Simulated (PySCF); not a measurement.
# C3H7BO2: geometry, spin-spin couplings

Wanted: the spin-spin couplings of C3H7BO2 (`C=CCB(O)O`), by calculation.

The runs use PySCF 2.14.0, with density-fitted response routines of our own; the level of theory stands in each step. All values are computed, except where a source is named. Atoms are numbered from 0 throughout.

## (1) Starting geometry

13 atoms, charge 0, multiplicity 1; geometry from: GFN2-xTB. The atoms were then displaced at random by about 0.01 Å, so the start is not that level's minimum.

Bonds of the start (Å): C0–C1 1.35, C1–C2 1.50, C2–B3 1.56, B3–O4 1.37, B3–O5 1.36, C0–H6 1.05, C0–H7 1.09, C1–H8 1.09, C2–H9 1.10, C2–H10 1.10, O4–H11 0.94, O5–H12 0.98.

## (2) Relaxing the molecule at PBE0-D3(BJ)/def2-SVP

The job: settings as JSON, then the geometry in Å.

```
{"job": {"xc": "PBE0", "basis": "def2-SVP", "d3": "d3bj", "grid": 1, "shake": 0.01, "kind": "geom"}, "charge": 0, "multiplicity": 1}
C      2.276520     0.016010    -0.162570
C      1.115320     0.631940     0.147400
C     -0.025470    -0.019410     0.879150
B     -1.238230    -0.198480    -0.080970
O     -1.979660     0.892810    -0.443130
O     -1.571590    -1.445010    -0.508030
H      2.462890    -0.983520     0.108960
H      3.051080     0.554200    -0.714930
H      0.937740     1.667130    -0.125170
H     -0.283950     0.616030     1.740900
H      0.311940    -0.985050     1.281380
H     -2.712790     0.779290    -1.020220
H     -2.337980    -1.542830    -1.113100
```

Command:

```console
$ OMP_NUM_THREADS=1 python probes_run.py task.json out
```

This one command runs all jobs of the session in turn.

What it wrote:

```text
step   0  E = -293.36763192  max force = 0.043507
step   1  E = -293.37112487  max force = 0.007619
step   2  E = -293.37164621  max force = 0.003041
step   3  E = -293.37182594  max force = 0.003360
step   4  E = -293.37190214  max force = 0.002045
step   5  E = -293.37191199  max force = 0.001280
step   6  E = -293.37194593  max force = 0.000281
step   7  E = -293.37195728  max force = 0.000320
optimisation converged
```

It took 39 s on 1 thread of Arm Neoverse V1, shared host; peak memory 0.51 GiB.

Relaxation path:

```csv
step,energy from step 0 (eV),largest force component (eV/Å)
0,0.0000,2.2372
1,-0.0950,0.3918
2,-0.1092,0.1564
3,-0.1141,0.1728
4,-0.1162,0.1052
5,-0.1165,0.0658
6,-0.1174,0.0144
7,-0.1177,0.0165
```

Close pairs (by a distance rule), those that changed most:

```csv
bond,before (Å),after (Å),change (Å)
C0–H6,1.052,1.095,+0.043
C2–B3,1.557,1.580,+0.023
O4–H11,0.940,0.962,+0.022
O5–H12,0.981,0.962,-0.019
C0–C1,1.350,1.335,-0.015
C1–H8,1.085,1.098,+0.013
C1–C2,1.504,1.497,-0.006
B3–O5,1.359,1.364,+0.005
```

The next job starts from the end point, and lists it.

```csv
at the end point,value
point group (found at 0.08 Å tolerance),C1
"rotational constants (GHz, main isotopes)","6.341, 2.102, 1.822"
dipole moment (D),3.02
```

## (3) J couplings: B3LYP/cc-pVTZ

The job: settings as JSON, then the geometry in Å.

```
{"job": {"kind": "j", "xc": "B3LYP", "basis": "cc-pVTZ"}, "charge": 0, "multiplicity": 1}
C      2.260774    -0.035497    -0.143246
C      1.127966     0.580483     0.203023
C     -0.035300    -0.055088     0.899633
B     -1.261536    -0.159969    -0.091827
O     -1.882870     0.999427    -0.460946
O     -1.628576    -1.393830    -0.542627
H      2.433799    -1.090159     0.095518
H      3.056507     0.492722    -0.675260
H      1.002463     1.637715    -0.064111
H     -0.340213     0.571022     1.756708
H      0.232521    -1.052756     1.278085
H     -2.595791     0.899796    -1.098689
H     -2.361229    -1.405015    -1.166140
```

With the program's defaults for keys left out, this is: B3LYP/cc-pVTZ indirect spin-spin coupling, non-relativistic, gas phase.

What it wrote:

```text
coarse grid: 10856 points
cycle   1  E = -293.8622901076  dE =  6.922e-01  |g| = 1.026e+00  |ddm| = 7.736e+00
cycle   2  E = -293.6360195292  dE =  2.263e-01  |g| = 1.529e+00  |ddm| = 3.298e+00
cycle   3  E = -294.0542480554  dE = -4.182e-01  |g| = 9.576e-02  |ddm| = 2.035e+00
cycle   4  E = -294.0557763002  dE = -1.528e-03  |g| = 4.443e-02  |ddm| = 2.164e-01
cycle   5  E = -294.0562490891  dE = -4.728e-04  |g| = 5.612e-03  |ddm| = 7.879e-02
cycle   6  E = -294.0562552774  dE = -6.188e-06  |g| = 1.840e-03  |ddm| = 9.308e-03
final grid: 104856 points
cycle   7  E = -294.0443194309  dE = -9.598e-05  |g| = 6.495e-03  |ddm| = 9.711e-02
cycle   8  E = -294.0443126658  dE =  6.765e-06  |g| = 8.629e-03  |ddm| = 2.379e-02
cycle   9  E = -294.0443282551  dE = -1.559e-05  |g| = 1.331e-03  |ddm| = 1.316e-02
cycle  10  E = -294.0443285692  dE = -3.141e-07  |g| = 4.251e-04  |ddm| = 2.206e-03
cycle  11  E = -294.0443286069  dE = -3.773e-08  |g| = 9.989e-05  |ddm| = 6.404e-04
cycle  12  E = -294.0443286087  dE = -1.759e-09  |g| = 4.086e-05  |ddm| = 1.756e-04
cycle  13  E = -294.0443286091  dE = -3.595e-10  |g| = 7.098e-06  |ddm| = 5.741e-05
converged SCF energy = -294.0443286091

Indirect spin-spin couplings (Hz)
  i      j    bonds     total        FC       PSO       DSO        SD
  0 C    1 C    1     80.877    89.971    -9.226     0.133         -
  0 C    2 C    2      1.656     2.124    -0.422    -0.046         -
  0 C    3 B    3      2.669     2.403     0.073    -0.020     0.212
  0 C    6 H    1    148.717   147.306     0.855     0.556         -
  0 C    7 H    1    152.515   151.097     0.897     0.520         -
  0 C    8 H    2      1.944     3.580    -1.133    -0.503         -
  0 C    9 H    3      5.951     6.122     0.251    -0.422         -
  0 C   10 H    3      6.617     6.979    -0.364     0.003         -
  1 C    2 C    1     30.062    31.320    -1.468     0.210         -
  1 C    3 B    2     -4.065    -3.857    -0.119     0.095    -0.184
  1 C    4 O    3      0.141     0.106     0.045    -0.011         -
  1 C    5 O    3     -0.285    -0.222    -0.075     0.012         -
  1 C    6 H    2     -1.526     0.291    -1.325    -0.492         -
  1 C    7 H    2      0.589     2.343    -1.240    -0.514         -
  1 C    8 H    1    144.604   143.334     0.468     0.803         -
  1 C    9 H    2     -7.272    -7.171    -0.001    -0.100         -
  1 C   10 H    2     -4.718    -4.397    -0.183    -0.137         -
  1 C   11 H    4     -0.442    -0.396     0.336    -0.382         -
  2 C    3 B    1     64.089    64.588    -1.249     0.339     0.411
  2 C    4 O    2    -11.771   -12.040     0.274    -0.005         -
  2 C    5 O    2    -13.079   -13.312     0.238    -0.005         -
  2 C    6 H    3      6.476     6.622    -0.146     0.000         -
  2 C    7 H    3     10.289    10.477     0.272    -0.459         -
  2 C    8 H    2      5.871     6.044     0.040    -0.213         -
  2 C    9 H    1    109.934   107.475     1.614     0.845         -
  2 C   10 H    1    116.029   113.773     1.400     0.856         -
  2 C   11 H    3      5.186     5.355     0.470    -0.640         -
  2 C   12 H    3      5.897     6.061     0.468    -0.632         -
  3 B    4 O    1     -3.485    -7.942     4.728    -0.140    -0.131
  3 B    5 O    1     -2.318    -6.843     4.804    -0.139    -0.140
  3 B    6 H    4     -1.713    -1.722     0.054    -0.040    -0.005
  3 B    7 H    4     -1.689    -1.657     0.215    -0.233    -0.014
  3 B    8 H    3      1.532     1.570    -0.132     0.122    -0.028
  3 B    9 H    2     -8.623    -8.747    -0.161     0.133     0.152
  3 B   10 H    2     -6.440    -6.365    -0.237     0.086     0.075
  3 B   11 H    2     -3.391    -2.224    -0.181    -0.923    -0.063
  3 B   12 H    2     -3.571    -2.384    -0.188    -0.933    -0.066
  4 O    6 H    5     -0.231    -0.254    -0.092     0.114         -
  4 O    7 H    5     -0.167    -0.186    -0.071     0.089         -
  4 O    9 H    3     -0.522    -0.549     0.053    -0.027         -
  4 O   10 H    3     -5.837    -5.957    -0.108     0.228         -
  4 O   11 H    1    -61.528   -48.162   -13.012    -0.354         -
  4 O   12 H    3     -1.156    -1.960     0.741     0.064         -
  5 O    9 H    3     -2.504    -2.590    -0.094     0.180         -
  5 O   10 H    3     -2.270    -2.303     0.111    -0.078         -
  5 O   11 H    3     -1.158    -1.962     0.740     0.065         -
  5 O   12 H    1    -59.369   -46.082   -12.939    -0.348         -
  6 H    7 H    2      2.929     3.092     3.295    -3.458         -
  6 H    8 H    3     14.630    15.580     2.232    -3.182         -
  6 H    9 H    4     -2.791    -2.572     1.079    -1.299         -
  6 H   10 H    4     -0.313    -0.501    -1.252     1.441         -
  6 H   12 H    6     -0.244    -0.105     0.876    -1.015         -
  7 H    8 H    3      9.077     9.379     0.236    -0.538         -
  7 H    9 H    4     -2.680    -2.410     1.333    -1.603         -
  7 H   10 H    4     -0.579    -0.212     1.251    -1.618         -
  7 H   12 H    6     -0.260    -0.099     0.903    -1.064         -
  8 H    9 H    3      5.346     5.299     0.324    -0.278         -
  8 H   10 H    3     10.784    11.292     2.230    -2.739         -
  8 H   11 H    5     -0.197    -0.024     1.190    -1.363         -
  9 H   10 H    2     -9.939   -10.044     2.185    -2.080         -
  9 H   11 H    4     -0.512    -0.182     2.018    -2.348         -
  9 H   12 H    4      0.312     0.654     1.832    -2.174         -
 10 H   11 H    4      1.957     2.324     1.873    -2.240         -
 10 H   12 H    4      0.289     0.635     2.093    -2.439         -
 11 H   12 H    4      0.174     0.015    -2.052     2.211         -
```

Wall time 44 s (1 thread of Arm Neoverse V1, shared host); peak memory 1 GiB.

This basis has no tight s functions, so the Fermi-contact terms are rough.

A choice of the couplings up to four bonds, sorted by the number of bonds, with means over like pairs; isotopes 11B, 13C, 1H, 17O:

```csv
pair,bonds,J (Hz),Fermi contact (Hz),dihedral (°)
C0–H7,1,152.5,151.1,–
C0–H6,1,148.7,147.3,–
C1–H8,1,144.6,143.3,–
C2–H9,1,113.0,110.6,–
C0–C1,1,80.9,90.0,–
C2–B3,1,64.1,64.6,–
O4–H11,1,-60.4,-47.1,–
C1–C2,1,30.1,31.3,–
B3–O4,1,-2.9,-7.4,–
C2–O4,2,-12.4,-12.7,–
H9–H10,2,-9.9,-10.0,–
B3–H9,2,-7.5,-7.6,–
C1–H9,2,-6.0,-5.8,–
C2–H8,2,5.9,6.0,–
C1–B3,2,-4.1,-3.9,–
B3–H11,2,-3.5,-2.3,–
H6–H7,2,2.9,3.1,–
C0–H8,2,1.9,3.6,–
H6–H8,3,14.6,15.6,-180
C2–H7,3,10.3,10.5,178
H7–H8,3,9.1,9.4,0
H8–H9,3,8.1,8.3,–
C2–H6,3,6.5,6.6,-2
C0–H9,3,6.3,6.6,–
C2–H11,3,5.5,5.7,177
O4–H9,3,-2.8,-2.8,–
C0–B3,3,2.7,2.4,-110
B3–H6,4,-1.7,-1.7,–
B3–H7,4,-1.7,-1.7,–
H7–H9,4,-1.6,-1.3,–
H6–H9,4,-1.6,-1.5,–
```

The spin-dipole term was solved for some atoms only; pairs without it lack that part.

The response was solved for the nuclei of B, C, H alone, so couplings that need other nuclei can be missing.

Quadrupole couplings from the field gradients of the same density:

```csv
atom,isotope,eQq/h (MHz),η
O4,17O,-8.278,0.18
O5,17O,-8.224,0.15
B3,11B,3.479,0.49
```

## (4) Spin-spin couplings: B3LYP/6-31G*

Settings changed since step 3:

```diff
@@ -1,2 +1,2 @@
-{"job": {"kind": "j", "xc": "B3LYP", "basis": "cc-pVTZ"}, "charge": 0, "multiplicity": 1}
+{"job": {"kind": "j", "xc": "B3LYP", "basis": "6-31G*"}, "charge": 0, "multiplicity": 1}
 C      2.260774    -0.035497    -0.143246
```

Method: B3LYP/6-31G* indirect spin-spin coupling, non-relativistic, gas phase.

What it wrote:

```text
coarse grid: 10856 points
cycle   1  E = -293.7652508686  dE =  7.146e-01  |g| = 9.711e-01  |ddm| = 3.283e+00
cycle   2  E = -293.6055681359  dE =  1.597e-01  |g| = 1.346e+00  |ddm| = 1.770e+00
cycle   3  E = -293.9524339290  dE = -3.469e-01  |g| = 9.267e-02  |ddm| = 1.044e+00
cycle   4  E = -293.9542514215  dE = -1.817e-03  |g| = 3.060e-02  |ddm| = 1.079e-01
cycle   5  E = -293.9544777545  dE = -2.263e-04  |g| = 8.591e-03  |ddm| = 3.386e-02
cycle   6  E = -293.9544926054  dE = -1.485e-05  |g| = 3.719e-03  |ddm| = 9.291e-03
cycle   7  E = -293.9544961027  dE = -3.497e-06  |g| = 5.661e-04  |ddm| = 3.343e-03
final grid: 104856 points
cycle   8  E = -293.9033093074  dE = -2.394e-05  |g| = 5.690e-03  |ddm| = 1.854e-02
cycle   9  E = -293.9033067689  dE =  2.538e-06  |g| = 6.728e-03  |ddm| = 1.137e-02
cycle  10  E = -293.9033176266  dE = -1.086e-05  |g| = 4.781e-04  |ddm| = 5.848e-03
cycle  11  E = -293.9033176685  dE = -4.191e-08  |g| = 1.926e-04  |ddm| = 4.933e-04
cycle  12  E = -293.9033176757  dE = -7.233e-09  |g| = 5.483e-05  |ddm| = 1.793e-04
cycle  13  E = -293.9033176764  dE = -6.241e-10  |g| = 2.304e-05  |ddm| = 5.975e-05
converged SCF energy = -293.9033176764

Indirect spin-spin couplings (Hz)
  i      j    bonds     total        FC       PSO       DSO        SD
  0 C    1 C    1     87.992    96.108    -8.249     0.134         -
  0 C    2 C    2     -0.617    -0.240    -0.330    -0.046         -
  0 C    3 B    3      5.233     5.000     0.067    -0.021     0.187
  0 C    5 O    4     -0.389    -0.391    -0.009     0.011         -
  0 C    6 H    1    164.984   163.979     0.361     0.644         -
  0 C    7 H    1    167.116   166.110     0.397     0.609         -
  0 C    8 H    2     -1.882    -0.275    -1.114    -0.493         -
  0 C    9 H    3     10.034    10.279     0.174    -0.419         -
  0 C   10 H    3      6.111     6.440    -0.334     0.005         -
  0 C   12 H    5      0.268     0.366     0.188    -0.286         -
  1 C    2 C    1     50.955    51.947    -1.206     0.214         -
  1 C    3 B    2     -6.839    -6.686    -0.082     0.096    -0.167
  1 C    4 O    3     -0.212    -0.244     0.042    -0.011         -
  1 C    5 O    3     -0.229    -0.186    -0.055     0.012         -
  1 C    6 H    2     -3.873    -2.069    -1.324    -0.480         -
  1 C    7 H    2     -3.287    -1.547    -1.237    -0.502         -
  1 C    8 H    1    160.602   159.632     0.081     0.888         -
  1 C    9 H    2    -10.369   -10.264    -0.020    -0.085         -
  1 C   10 H    2     -4.552    -4.248    -0.179    -0.125         -
  1 C   11 H    4     -0.559    -0.430     0.246    -0.375         -
  1 C   12 H    4     -0.219    -0.110     0.246    -0.355         -
  2 C    3 B    1     82.773    83.054    -0.981     0.339     0.362
  2 C    4 O    2    -10.807   -11.013     0.211    -0.004         -
  2 C    5 O    2    -12.287   -12.471     0.188    -0.004         -
  2 C    6 H    3      5.929     6.075    -0.151     0.005         -
  2 C    7 H    3      9.263     9.535     0.182    -0.454         -
  2 C    8 H    2      5.351     5.518     0.033    -0.201         -
  2 C    9 H    1    140.672   138.576     1.185     0.912         -
  2 C   10 H    1    143.970   142.038     1.007     0.926         -
  2 C   11 H    3      4.993     5.282     0.344    -0.633         -
  2 C   12 H    3      5.633     5.918     0.340    -0.625         -
  3 B    4 O    1    -10.387   -14.143     3.998    -0.148    -0.094
  3 B    5 O    1    -10.289   -14.084     4.042    -0.146    -0.101
  3 B    6 H    4     -1.691    -1.674     0.030    -0.038    -0.009
  3 B    7 H    4     -1.611    -1.516     0.151    -0.230    -0.016
  3 B    8 H    3      1.512     1.515    -0.110     0.128    -0.021
  3 B    9 H    2     -7.860    -7.961    -0.159     0.147     0.113
  3 B   10 H    2     -5.692    -5.607    -0.243     0.099     0.058
  3 B   11 H    2     -4.068    -2.731    -0.380    -0.893    -0.063
  3 B   12 H    2     -4.142    -2.796    -0.380    -0.903    -0.063
  4 O    9 H    3     -0.584    -0.634     0.076    -0.026         -
  4 O   10 H    3     -4.829    -5.006    -0.048     0.225         -
  4 O   11 H    1    -76.262   -64.183   -11.594    -0.485         -
  4 O   12 H    3     -1.115    -1.910     0.745     0.051         -
  5 O    9 H    3     -2.385    -2.528    -0.033     0.177         -
  5 O   10 H    3     -1.674    -1.725     0.127    -0.076         -
  5 O   11 H    3     -1.071    -1.873     0.749     0.053         -
  5 O   12 H    1    -75.483   -63.474   -11.530    -0.479         -
  6 H    7 H    2      0.097     1.379     2.039    -3.320         -
  6 H    8 H    3     15.282    17.032     1.380    -3.130         -
  6 H    9 H    4     -3.637    -3.048     0.685    -1.274         -
  6 H   11 H    6     -0.435     0.019     0.684    -1.138         -
  6 H   12 H    6     -0.532    -0.145     0.612    -0.999         -
  7 H    8 H    3      9.879    10.537    -0.166    -0.492         -
  7 H    9 H    4     -3.407    -2.722     0.895    -1.581         -
  7 H   10 H    4     -1.012    -0.229     0.809    -1.592         -
  7 H   11 H    6     -0.413    -0.005     0.598    -1.006         -
  7 H   12 H    6     -0.560    -0.133     0.621    -1.049         -
  8 H    9 H    3      5.186     5.353     0.065    -0.233         -
  8 H   10 H    3     11.037    12.163     1.563    -2.689         -
  8 H   11 H    5     -0.481     0.002     0.856    -1.339         -
  8 H   12 H    5     -0.424     0.083     0.791    -1.298         -
  9 H   10 H    2    -13.678   -12.916     1.194    -1.956         -
  9 H   11 H    4     -1.020    -0.151     1.443    -2.312         -
 10 H   11 H    4      1.697     2.579     1.328    -2.210         -
 10 H   12 H    4     -0.226     0.678     1.498    -2.402         -
 11 H   12 H    4      0.561     0.094    -1.753     2.220         -
```

Run time: 10 s. Hardware: 1 thread of Arm Neoverse V1, shared host; peak memory 0.56 GiB.

The basis is not made for couplings: without tight functions at the nuclei these values are rough.

Key values: J(C0,H7) 167.1 Hz, J(C0,H6) 165.0 Hz, J(C1,H8) 160.6 Hz (means over like pairs).

## (5) Run by run: spin-spin couplings

Couplings (Hz), each a mean over the pairs like the one named, with basis size and wall time:

```csv
run,C0–H7,C0–H6,C1–H8,C2–H9,C0–C1,C2–B3,O4–H11,functions,time
B3LYP/cc-pVTZ,152.5,148.7,144.6,113.0,80.9,64.1,-60.4,278,44 s
B3LYP/6-31G*,167.1,165.0,160.6,142.3,88.0,82.8,-75.9,98,10 s
```

## (6) Outcome

| quantity | value |
| --- | --- |
| point group | C1 |
| rotational constants (main isotopes) | 6.34, 2.10, 1.82 GHz |
| largest coupling of the table (B3LYP/cc-pVTZ) | ¹J(C,H) C0–H7, 152.5 Hz |
| range of J(C0,H7), mean over like pairs | 152.5 to 167.1 Hz |

In words: Over 7 steps the energy fell by 0.118 eV; of the close pairs, C0–H6 changed most, 1.052 to 1.095 Å. No frequency check was run at this level, so the end point may be a saddle. Of the pairs tabulated at B3LYP/cc-pVTZ, C0–H7 couples most strongly (152.5 Hz; Fermi contact 151.1 Hz). Couplings across rotatable bonds belong to this one conformer; where others are populated, the observed values are averages. The coupling C0–H7, as a mean over pairs of its kind, runs from 152.5 Hz (B3LYP/cc-pVTZ) to 167.1 Hz (B3LYP/6-31G*). Couplings from bases without tight functions are rough.
